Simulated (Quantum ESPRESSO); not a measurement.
Crystal: LiCaF3.

```xyz
5
Lattice="3.7612 0.0000 0.0000 0.0000 3.7612 0.0000 0.0000 0.0000 3.7612" Properties=species:S:1:pos:R:3 pbc="T T T"
Ca    0.0000    0.0000    0.0000
F     1.8806    0.0000    1.8806
F     1.8806    1.8806    0.0000
F     0.0000    1.8806    1.8806
Li    1.8806    1.8806    1.8806
```

The cell comes from a database or a generator and needn't be the stable form of this composition.

* Program: Quantum ESPRESSO 7.5
* Task: single point
* Functional: PBE
* Potentials or basis: SSSP 1.3 efficiency PBE
* Cutoff: 748 eV
* Density cutoff: 5987 eV
* k mesh: 7 × 7 × 7
* Occupations: fermi-dirac, width 0.05 eV
* Spin: no spin polarisation

On this cell: pressure -0.1 GPa; largest force zero by symmetry; band gap on the k mesh 6.53 eV, indirect (least direct gap 6.60 eV).

The same run follows on a disturbed copy (atoms moved at random, drawn with an rms of 0.05 Å):

```
Ca F Li
1.0
     3.76124    0.00000    0.00000
     0.00000    3.76124    0.00000
     0.00000    0.00000    3.76124
Ca F Li
1 3 1
Direct
  0.01107 0.01292 0.99933
  0.50256 0.00589 0.49881
  0.49694 0.49279 0.00776
  0.01811 0.49186 0.50243
  0.51394 0.49604 0.50284
```

Q: What does the disturbed cell give?

A: The energy moves by +5.0 meV/atom; pressure 0.1 GPa; largest force 0.506 eV/Å; band gap on the k mesh 6.54 eV, indirect (least direct gap 6.61 eV).

Forces on the atoms (eV/Å):
```
Ca   0.114  0.067  0.026
F    0.183 -0.429  0.097
F    0.203  0.082 -0.252
F   -0.492  0.085  0.085
Li  -0.008  0.195  0.044
```

Stress tensor (GPa, compression positive):
```
 0.05 -0.04 -0.03
-0.04  0.28 -0.07
-0.03 -0.07  0.10
```

Caveats: an odd mesh through Γ misses points on the zone boundary, where band edges often lie.
